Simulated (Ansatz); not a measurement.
# GeH7OPSi: the cost of one run

Program: Ansatz 0.2.0, driven from Python. Level of theory: PBE0/def2-SVP. These are calculated values, not measurements.

## 1. The system

Bond lengths: Si1–O2 1.720 Å, O2–Ge3 1.793 Å, Ge3–P4 2.287 Å, Si1–H5 1.471 Å, Si1–H6 1.470 Å, Si1–H7 1.472 Å, Ge3–H8 1.552 Å, Ge3–H9 1.550 Å, P4–H10 1.452 Å, P4–H11 1.453 Å. Angles (14 of 16 angles, heavy atoms first): Si1–O2–Ge3 105.9°, O2–Ge3–P4 110.1°, O2–Si1–H5 110.3°, O2–Si1–H6 109.0°, O2–Si1–H7 110.3°, O2–Ge3–H8 111.6°, O2–Ge3–H9 108.7°, P4–Ge3–H8 109.9°, P4–Ge3–H9 108.5°, Ge3–P4–H10 93.9°, Ge3–P4–H11 93.7°, H5–Si1–H6 108.5°, H5–Si1–H7 110.2°, H6–Si1–H7 108.5°.

geh7opsi.xyz, read by the script:

```xyz
11

Si   -1.74690   -0.49700    0.34620
O    -1.14830    1.04620   -0.12090
Ge    0.62040    0.99690    0.17180
P     1.67540   -0.03770   -1.57310
H    -1.15720   -1.54950   -0.49530
H    -3.20580   -0.51980    0.16590
H    -1.44790   -0.75360    1.76400
H     0.96080    0.27130    1.50080
H     1.14750    2.45070    0.27420
H     1.33190   -1.37370   -1.11890
H     2.97020   -0.03380   -0.91470
```

## 2. The code

The input, geh7opsi_tae.py:

```python
from collections import Counter

import ansatz as az

BASIS_SET = 'def2-SVP'
FUNCTIONAL = 'pbe0'


def energy(molecule, charge=0, unpaired=0):
    calc = (
        molecule.calculation()
        .basis(gaussian=BASIS_SET)
        .functional(FUNCTIONAL)
        .accuracy('high')
    )
    if charge:
        calc = calc.charge(charge)
    if unpaired:
        calc = calc.spin('collinear', total=unpaired)
    report = calc.run(threads=1).report
    if report['published_state_doubts']:
        print('  doubts:', report['published_state_doubts'])
    return report['free_energy_ev']


def main() -> None:
    molecule = az.Crystal.molecule_from_extxyz('geh7opsi.xyz')

    unpaired = {'Si': 2, 'O': 2, 'Ge': 2, 'P': 3, 'H': 1}
    counts = Counter(site.symbol for site in molecule.cartesian_sites)
    atom_energy = {s: energy(az.Crystal.molecule().atom(s, (0, 0, 0)), 0, unpaired[s]) for s in counts}
    whole = energy(molecule, 0, 0)
    for s, e in atom_energy.items():
        print(f'{s:2s} x{counts[s]}  {e:14.5f} eV')
    print(f'GeH7OPSi: {whole:.5f} eV')
    split = sum(counts[s] * e for s, e in atom_energy.items()) - whole
    print(f'atomisation energy (no zero-point term): {96.485332 * split:.1f} kJ/mol, {split / sum(counts.values()):.3f} eV an atom')


if __name__ == '__main__':
    main()
```

## 3. What the engine is handed

The package turns the script's settings into the engine's input (first run):

```yaml
crystal:
  periodic: [false, false, false]
  atoms:
    - { symbol: Si, position_ang: [0.0, 0.0, 0.0] }
accuracy: high
basis:
  gaussian:
    orbitals: def2-SVP
hamiltonian:
  xc: pbe0
magnetization:
  spin_polarized: true
  initial_magnetization: 2.0
```

## 4. The run

Launch:

```bash
$ python geh7opsi_tae.py
```

**Question.** How long does this script take on 1 thread of Arm Neoverse V2, shared host, and how much memory does it need?

About 18 s, with a peak of 0.58 GiB.
